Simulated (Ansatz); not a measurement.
# SiBrCl3 (bromotrichlorosilane) at B3LYP/6-31G(d) (spherical functions)

What is the vertical ionisation energy of SiBrCl3 (bromotrichlorosilane) at B3LYP/6-31G* (spherical functions)? 

The calculation is run with Ansatz 0.2.0.

55 further runs of the same task are left out: 12 that didn't finish, 43 set aside as unsound or not needed.

## (1) The structure to begin with

SiBrCl3 has 5 atoms, charge 0, and is taken as a singlet. SMILES: `Cl[Si](Cl)(Cl)Br`. Geometry: relaxed at PBE0-D4/def2-TZVP.

Bond lengths: Cl1–Si2 2.023 Å, Si2–Cl3 2.023 Å, Si2–Cl4 2.023 Å, Si2–Br5 2.188 Å. Angles: Cl1–Si2–Cl3 109.3°, Cl1–Si2–Cl4 109.3°, Cl1–Si2–Br5 109.7°, Cl3–Si2–Cl4 109.3°, Cl3–Si2–Br5 109.7°, Cl4–Si2–Br5 109.7°.

## (2) The energy at B3LYP/6-31G(d) (spherical functions)

File input.yaml:

```yaml
crystal:
  periodic: [false, false, false]
  atoms:
    - {symbol: Cl, position_ang: [-0.852900, -0.217700, 1.821600]}
    - {symbol: Si, position_ang: [0.003400, -0.042600, -0.003200]}
    - {symbol: Cl, position_ang: [1.690500, -1.158200, -0.059200]}
    - {symbol: Cl, position_ang: [-1.285700, -0.709700, -1.412800]}
    - {symbol: Br, position_ang: [0.494400, 2.054400, -0.387900]}
basis:
  gaussian:
    orbitals: 6-31G_st_-spherical.json
hamiltonian:
  xc: {name: B3LYP}
accuracy: high
output: {orbitals: {seedname: orbitals}}
```

The basis set 6-31G* is read from a file made from the Basis Set Exchange's data (not shown).

Run with:

```sh
$ ansatz run input.yaml --threads 1 --pin off --max-ram 3480MiB --events-out events.jsonl --progress --plain --runs-dir runs
```

The program printed:

```text
Warning: RAYON_NUM_THREADS=1 ignored (pool sized by the plan → 1); use --threads N
Functional definition: B3LYP
  name "B3LYP"
  parameter a0 = 0.2
  parameter ax = 0.72
  parameter ac = 0.81
  exchange = (1 - a0 - ax)*slater_x + ax*b88_x + a0*exact_x
  correlation = (1 - ac)*vwn_rpa_c + ac*lyp_c
2048 factors; integrals over basis functions are off by at most 4.4e-9 eV
mean field evaluation 1: about -115487.8207 eV, gradient 1.7e1 eV
mean field evaluation 2: about -115487.5914 eV, gradient 2.0e1 eV
mean field evaluation 4: about -115488.6405 eV, gradient 4.3e-1 eV
mean field evaluation 8: about -115488.7790 eV, gradient 1.2e-1 eV
mean field evaluation 16: about -115488.7790 eV, gradient 2.3e-6 eV
mean field -115488.77903675 eV, -4244.1343484944 hartree, gradient 3.6e-8 eV, S^2 0.000000; 0 other end points of the search recorded, 0 dependent functions left out
reference -115488.77907572 eV, -4244.1343499265 hartree; 50, 50 occupied and 54, 54 virtual orbitals, 2048 factors
Total energy: -115488.77907572 eV, -4244.1343499265 hartree
```

Wall time 17 s (1 thread of Arm Neoverse V2, shared host); peak memory 0.45 GiB.

## (3) The doublet cation at the same level

File job.yaml:

```yaml
basis:
  gaussian: {orbitals: 6-31G_st_-spherical.json}
crystal:
  periodic: [false, false, false]
  atoms:
    - {symbol: Cl, position_ang: [-0.852900, -0.217700, 1.821600]}
    - {symbol: Si, position_ang: [0.003400, -0.042600, -0.003200]}
    - {symbol: Cl, position_ang: [1.690500, -1.158200, -0.059200]}
    - {symbol: Cl, position_ang: [-1.285700, -0.709700, -1.412800]}
    - {symbol: Br, position_ang: [0.494400, 2.054400, -0.387900]}
total_charge: 1
magnetization: {spin_polarized: true, initial_magnetization: 1}
hamiltonian: {xc: {name: B3LYP}}
accuracy: high
output: {orbitals: {seedname: orbitals}}
```

The basis set 6-31G* is read from a file made from the Basis Set Exchange's data (not shown).

Run with:

```sh
$ ansatz run job.yaml --threads 1 --pin off --max-ram 3480MiB --events-out events.jsonl --progress --plain --runs-dir runs
```

The program printed:

```text
Warning: RAYON_NUM_THREADS=1 ignored (pool sized by the plan → 1); use --threads N
[... 7 set-up lines as earlier in the session ...]
2045 factors; integrals over basis functions are off by at most 4.3e-9 eV
mean field evaluation 1: about -115474.6298 eV, gradient 2.0e1 eV
mean field evaluation 2: about -115468.5506 eV, gradient 3.6e1 eV
mean field evaluation 4: about -115477.5019 eV, gradient 1.5e0 eV
mean field evaluation 8: about -115477.5394 eV, gradient 3.7e-1 eV
mean field evaluation 16: about -115477.6869 eV, gradient 5.3e-2 eV
mean field evaluation 32: about -115477.2418 eV, gradient 6.8e0 eV
mean field evaluation 64: about -115477.2865 eV, gradient 5.7e0 eV
mean field evaluation 96: about -115477.6202 eV, gradient 2.7e0 eV
mean field -115477.68974366 eV, -4243.7268244900 hartree, gradient 2.4e-8 eV, S^2 0.753064; 8 other end points of the search recorded, 0 dependent functions left out
reference -115477.68978235 eV, -4243.7268259119 hartree; 50, 49 occupied and 54, 55 virtual orbitals, 2045 factors
Total energy: -115477.68978235 eV, -4243.7268259119 hartree
```

Run time: 2.5 min. Hardware: 1 thread of Arm Neoverse V2, shared host; peak memory 0.79 GiB.

## (4) Results

Level: B3LYP/6-31G* (spherical functions).

```
                                          quantity           value
                     singlet SiBrCl3: total energy  -4244.13435 Eh
                      singlet SiBrCl3: HOMO energy        -8.82 eV
                      singlet SiBrCl3: LUMO energy        -1.32 eV
                    singlet SiBrCl3: HOMO–LUMO gap         7.51 eV
                      doublet cation: total energy  -4243.72683 Eh
doublet cation: HOMO energy (highest over α and β)       -14.35 eV
 doublet cation: LUMO energy (lowest over α and β)       -13.26 eV
                              doublet cation: ⟨S²⟩           0.753
vertical ionisation energy (to the doublet cation)       11.089 eV
```

In words: Removing an electron at fixed nuclei costs 11.09 eV (1070 kJ/mol). The negative HOMO energy of the first species, 8.82 eV, lies 2.27 eV below that difference.
